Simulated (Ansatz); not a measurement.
**CH3FS2Si: energies of removing a hydrogen, by script**

The task is energies of removing a hydrogen, for CH3FS2Si.

All numbers are computed with the Python package of Ansatz 0.2.0. Level of theory: PBE0+D4/cc-pVDZ.

### Step 1. Starting point

Bond lengths: F1–Si2 1.541 Å, Si2–C3 1.872 Å, C3–S4 1.955 Å, Si2–S5 2.129 Å, S4–S5 2.099 Å, Si2–H6 1.496 Å, C3–H7 1.095 Å, C3–H8 1.069 Å. Angles: F1–Si2–C3 109.8°, F1–Si2–S5 111.8°, F1–Si2–H6 115.0°, C3–Si2–S5 82.1°, C3–Si2–H6 119.1°, S5–Si2–H6 114.8°, Si2–C3–S4 89.4°, Si2–C3–H7 115.3°, Si2–C3–H8 117.4°, S4–C3–H7 109.9°, S4–C3–H8 110.5°, H7–C3–H8 111.9°, C3–S4–S5 81.0°, Si2–S5–S4 79.1°.

The script holds or builds the structure itself.

### Step 2. The code

The input, bde.py:

```python
"""Cost of removing each kind of hydrogen from CH3FS2Si, fragments frozen."""

import ansatz as az


def total_energy(molecule, charge=0, unpaired=0):
    calc = molecule.calculation().basis(gaussian="cc-pVDZ").functional("pbe0", dispersion="d4")
    if charge:
        calc = calc.charge(charge)
    if unpaired:
        calc = calc.spin("collinear", total=unpaired)
    return calc.run().report["free_energy_ev"]

GEOMETRY = """
F    -1.91680    0.89200   -0.48920
Si   -0.55140    0.75140    0.21120
C     0.12630   -0.97200   -0.06320
S     1.94160   -0.25510    0.05450
S     1.05780    1.27260   -1.08150
H    -0.47800    1.35300    1.57880
H    -0.04920   -1.67980    0.75330
H    -0.03810   -1.41930   -1.01970
"""

def without(molecule, index):
    rest = az.Crystal.molecule()
    for i, site in enumerate(molecule.cartesian_sites):
        if i != index:
            rest = rest.atom(site.symbol, site.position_ang)
    return rest


def main() -> None:
    geometry = az.Crystal.molecule()
    for line in GEOMETRY.strip().splitlines():
        symbol, *xyz = line.split()
        geometry = geometry.atom(symbol, [float(v) for v in xyz])

    whole = total_energy(geometry, 0)
    hydrogen = total_energy(az.Crystal.molecule().atom("H", (0, 0, 0)), 0, 1)
    print(f"E(molecule) = {whole:.5f} eV, E(H) = {hydrogen:.5f} eV")
    for index in [5, 7]:
        radical = total_energy(without(geometry, index), 0, 1)
        print(f"H{index}: homolysis {23.060548 * (radical + hydrogen - whole):.1f} kcal/mol")
        anion = total_energy(without(geometry, index), -1)
        print(f"H{index}: loss of a proton {23.060548 * (anion - whole):.1f} kcal/mol")


if __name__ == "__main__":
    main()
```

### Step 3. The calls as engine input

The engine receives this input (first run):

```yaml
crystal:
  periodic: [false, false, false]
  atoms:
    - { symbol: F, position_ang: [-1.9168, 0.892, -0.4892] }
    - { symbol: Si, position_ang: [-0.5514, 0.7514, 0.2112] }
    - { symbol: C, position_ang: [0.1263, -0.972, -0.0632] }
    - { symbol: S, position_ang: [1.9416, -0.2551, 0.0545] }
    - { symbol: S, position_ang: [1.0578, 1.2726, -1.0815] }
    - { symbol: H, position_ang: [-0.478, 1.353, 1.5788] }
    - { symbol: H, position_ang: [-0.0492, -1.6798, 0.7533] }
    - { symbol: H, position_ang: [-0.0381, -1.4193, -1.0197] }
basis:
  gaussian:
    orbitals: cc-pVDZ
hamiltonian:
  xc: pbe0
  dispersion: d4
```

### Step 4. Launch

Run with:

```console
$ python bde.py
```

**Question.** What results will this script give? Wanted: weakest bond to hydrogen among those tried; easiest loss of a proton among those tried.

As calculated:

| quantity | value |
| --- | --- |
| weakest bond to hydrogen among those tried (homolysis) | H5 (counted from 0), 89.5 kcal/mol |
| easiest loss of a proton among those tried | H5, 372.9 kcal/mol |
| runs compared | 6 |

**Reading.** Atoms are numbered as in the script, from 0. The fragments aren't relaxed and zero-point energy is left out, so these aren't bond dissociation enthalpies. Losing a bare proton in the gas phase costs far more than homolysis, as charges must be parted. All 6 runs converged, in 6 to 26 cycles. These settings explore the input space; basis and method may be short of convergence. The geometry is a force-field or estimated start, not a minimum of this method, and the basis set is short of its limit. All parts are taken at fixed geometry, without zero-point energy. Anions want diffuse functions, which this basis lacks.
